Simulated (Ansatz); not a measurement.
BiTe: equation of state with PBEsol

Crystal: BiTe.

```
Bi Te
1.0
     0.00000    3.23500    3.23500
     3.23500    0.00000    3.23500
     3.23500    3.23500    0.00000
Bi Te
1 1
Cartesian
  0.0000 0.0000 0.0000
  3.2350 3.2350 3.2350
```

```yaml
Program: Ansatz 0.2.0
Task: equation of state
Functional: PBEsol
Potentials_or_basis: Ansatz PAW
Cutoff: 420 eV
Density_cutoff: 1680 eV
k_mesh: 7 × 7 × 7
Occupations: fermi-dirac, width 0.05 eV
Spin: no spin polarisation
```

```
Equilibrium volume                      : 32.81 Å³/atom
Bulk modulus                            : 53 GPa
Pressure derivative of the bulk modulus : 4.4
```

Energy against volume, from the lowest point:
| volume (Å³/atom) | energy (meV/atom) |
| --- | --- |
| 31.824 | 4.71 |
| 32.501 | 0.00 |
| 33.178 | 0.17 |
| 33.855 | 4.68 |
| 34.532 | 13.10 |
| 35.209 | 25.01 |
| 35.886 | 40.04 |

All runs of the series together: 6.3 s on 2 threads of Intel(R) Xeon(R) Platinum 8488C (Sapphire Rapids) (shared host).
